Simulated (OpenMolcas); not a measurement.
# YCl3 (yttrium trichloride) at BPBE/def2-TZVPD (RICD fitting, core potential)

What is the vertical singlet–triplet gap of YCl3 (yttrium trichloride) at BPBE/def2-TZVPD (RICD fitting, core potential)? 

The calculation is run with OpenMolcas 26.06.

## Step 1: The molecule

YCl3: 4 atoms, total charge 0, spin state singlet. SMILES: `[Cl][Y]([Cl])[Cl]`. The shape is that of a PBE0-D4/def2-TZVP optimisation.

Bond lengths: Cl1–Y2 2.434 Å, Y2–Cl3 2.434 Å, Y2–Cl4 2.434 Å. Angles: Cl1–Y2–Cl3 120.0°, Cl1–Y2–Cl4 120.0°, Cl3–Y2–Cl4 120.0°.

## Step 2: Energy and gradient at BPBE/def2-TZVPD (RICD fitting, core potential)

job.input

```
* Cl3Y Kohn-Sham DFT

&GATEWAY
  BasLib = $CurrDir
  Coord
  4
  angstrom
  Cl      -1.812390      -0.992790       1.286260
  Y       -0.000090      -0.000010       0.000190
  Cl       2.291710      -0.738640       0.355530
  Cl      -0.479250       1.731440      -1.641970
  Basis = def2-TZVPD
  Group = NoSym
  RICD

&SEWARD

&SCF
  KSDFT = BPBE
  PrOrbitals = 0

&ALASKA
```

The basis set def2-TZVPD is read from a file made from the Basis Set Exchange's data (not shown).

Command:

```sh
$ export MOLCAS_MEM=1860
$ pymolcas job.input > job.log
```

Output:

```text
--- Start Module: gateway ---
[...]
--- Stop Module: gateway /rc=_RC_ALL_IS_WELL_ ---
[...]
      Basis functions          178
[...]
--- Start Module: scf ---
[...]
       Convergence after  15 Iterations
[...]
::    Total KS-DFT energy                           -1419.1251949363
[...]
      Total spin, S                                     0.0000000000
[...]
      Total electronic charge=   62.000000
      Total            charge=   -0.000000
[...]
      Dipole Moment (debye):
      Origin of the operator (angstrom)=   -0.0000   -0.0000    0.0001
                   X= -6.4211E-04               Y=  1.0096E-04               Z=  1.4480E-03           Total=  1.5872E-03
      Quadrupole Moment (debye*angstrom):
[...]
--- Stop Module: scf /rc=_RC_ALL_IS_WELL_ ---
[...]
--- Start Module: alaska ---
[...]
 *              Molecular gradients               *
 **************************************************
  Irreducible representation: a
 ------------------------------------------------------------------------------------------
                              X                       Y                       Z
 ------------------------------------------------------------------------------------------
  CL1               2.39798287785042E-03    1.31455561627458E-03   -1.70284023760026E-03
  Y2               -5.69721396003703E-05   -2.92983655440334E-05    3.83553834582963E-05
  CL3              -2.99419459392425E-03    9.98849868470764E-04   -4.98220412085804E-04
  CL4               6.53183855707340E-04   -2.28410711916993E-03    2.16270526621720E-03
 ------------------------------------------------------------------------------------------
--- Stop Module: alaska /rc=_RC_ALL_IS_WELL_ ---
[...]
```

It took 22 s on 1 thread of Arm Neoverse V1, shared host; peak memory 0.3 GiB.

## Step 3: The triplet at the same level

job.input

```
* Cl3Y Kohn-Sham DFT
>>> EXPORT MOLCAS_PRINT=2

&GATEWAY
 BasLib=$CurrDir
 Coord
 4
 angstrom
 Cl      -1.812390      -0.992790       1.286260
 Y       -0.000090      -0.000010       0.000190
 Cl       2.291710      -0.738640       0.355530
 Cl      -0.479250       1.731440      -1.641970
 Basis=def2-TZVPD
 Group=NoSym
 RICD

&SEWARD

&SCF
 UHF
 Spin=3
 KSDFT=BPBE
 PrOrbitals=0

&ALASKA
```

The basis set def2-TZVPD is read from a file made from the Basis Set Exchange's data (not shown).

Command:

```sh
$ export MOLCAS_MEM=1860
$ pymolcas job.input > job.log
```

Output:

```text
--- Start Module: gateway ---
[...]
--- Stop Module: gateway /rc=_RC_ALL_IS_WELL_ ---
[...]
      Basis functions          178
[...]
--- Start Module: scf ---
[...]
       Convergence after  60 Iterations
[...]
::    Total KS-DFT energy                           -1418.9639899774
[...]
      Total spin, S                                     1.0009277910
[...]
      Total electronic charge=   62.000000
      Total            charge=   -0.000000
[...]
      Dipole Moment (debye):
      Origin of the operator (angstrom)=   -0.0000   -0.0000    0.0001
                   X= -1.8269E-04               Y= -2.1429E-04               Z=  2.1932E-04           Total=  3.5692E-04
      Quadrupole Moment (debye*angstrom):
[...]
--- Stop Module: scf /rc=_RC_ALL_IS_WELL_ ---
[...]
--- Start Module: alaska ---
[...]
 *              Molecular gradients               *
 **************************************************
  Irreducible representation: a
 ------------------------------------------------------------------------------------------
                              X                       Y                       Z
 ------------------------------------------------------------------------------------------
  CL1               1.82900548899543E-02    1.00194256608583E-02   -1.29796566174303E-02
  Y2               -4.84104569947319E-05   -1.86821949169831E-05    2.09023051158212E-05
  CL3              -2.30981058271134E-02    7.47406990580579E-03   -3.61128900507746E-03
  CL4               4.85646139422835E-03   -1.74748133717060E-02    1.65700433173814E-02
 ------------------------------------------------------------------------------------------
--- Stop Module: alaska /rc=_RC_ALL_IS_WELL_ ---
[...]
```

It took 74 s on 1 thread of Arm Neoverse V1, shared host; peak memory 0.31 GiB.

## Step 4: Outcome

Level: BPBE/def2-TZVPD (RICD fitting, core potential).

| quantity | value |
| --- | --- |
| singlet: total energy | -1419.12519 Eh |
| singlet: dipole moment | 0.00 D |
| singlet: HOMO energy | -7.75 eV |
| singlet: LUMO energy | -3.38 eV |
| singlet: HOMO–LUMO gap | 4.37 eV |
| singlet: largest force on an atom | 0.166 eV/Å |
| triplet: total energy | -1418.96399 Eh |
| triplet: dipole moment | 0.00 D |
| triplet: HOMO energy (highest over α and β) | -3.51 eV |
| triplet: ⟨S²⟩ | 2.003 |
| triplet: largest force on an atom | 1.263 eV/Å |
| vertical energy of the triplet above the singlet | 4.387 eV |

In words: At this shape the triplet lies 4.39 eV (101 kcal/mol) above the singlet. Mulliken charges (singlet) run from -0.49 on Cl1 to +1.46 on Y2; in a basis this large or diffuse they mean little. Mulliken charges (triplet) run from -0.31 on Cl1 to +0.92 on Y2; in a basis this large or diffuse they mean little.
